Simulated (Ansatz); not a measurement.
The system is NaSb2Au.

```
CELL_PARAMETERS angstrom
4.35730 0.00000 0.00000
-2.17865 3.77354 0.00000
0.00000 0.00000 6.81847
ATOMIC_POSITIONS crystal
Na 0.00000 0.00000 0.50000
Sb 0.66667 0.33333 0.81632
Sb 0.33333 0.66667 0.18368
Au 0.00000 0.00000 0.00000
```

The cell was built by a generator and needn't be a form met in nature.

Base run:

| Item | Value |
| --- | --- |
| Program | Ansatz 0.2.0 |
| Functional | BLYP |
| Potentials or basis | Ansatz PAW |
| Cutoff | 420 eV |
| Density cutoff | 1680 eV |
| k mesh | 5 × 5 × 3 |
| Occupations | fermi-dirac, width 0.05 eV |
| Spin | no spin polarisation |

Its results: band gap on the k mesh none (metal or under the smearing width); pressure 3.4 GPa; largest force 0.446 eV/Å.

The run is repeated on the same cell with these changes: functional from BLYP to LDA. What comes out?

Band gap on the k mesh none (metal or under the smearing width); pressure -3.9 GPa; largest force 0.391 eV/Å.

LDA binds more tightly than BLYP, so the same cell stands under less pressure.

Caveats: the PAW data sets come from PBE, with cores solved anew for the run's functional, which leaves a small shift of forces and pressure; the potentials were made for another functional, which shifts forces and pressure (some runs).

Not every run made on this cell is shown here.
